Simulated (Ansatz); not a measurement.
Crystal: LaFeGe.

```
La Ge Fe
1.0
     4.23181    0.00000    0.00000
    -2.11590    3.66485    0.00000
     0.00000    0.00000    4.28578
La Ge Fe
1 1 1
Direct
  0.00000 0.00000 0.00000
  0.66667 0.33333 0.50000
  0.33333 0.66667 0.50000
```

The cell comes from a database or a generator and needn't be the stable form of this composition.

Alike in all runs: program Ansatz 0.2.0; functional PBE; potentials or basis Ansatz PAW; cutoff 420 eV (not typed: the program's choice for these potentials); k mesh 7 × 7 × 6; occupations fermi-dirac, width 0.05 eV.

Starts and where they ended:

```tsv
start	free energy over the lowest (meV/atom)	net moment (μB)	site or absolute moments (μB)	gap
no spin polarisation	63.8	-	-	none (metal or under the smearing width)
collinear spin, random start of up to 0.22 μB	0.0	2.12	La -0.06; Ge -0.00; Fe +2.14	none (metal or under the smearing width)
collinear spin, ferromagnetic start of up to 3 μB	0.0	2.12	La -0.06; Ge -0.00; Fe +2.14	none (metal or under the smearing width)
```

Allowing spin polarisation gains 64 meV/atom. A still lower state may exist.
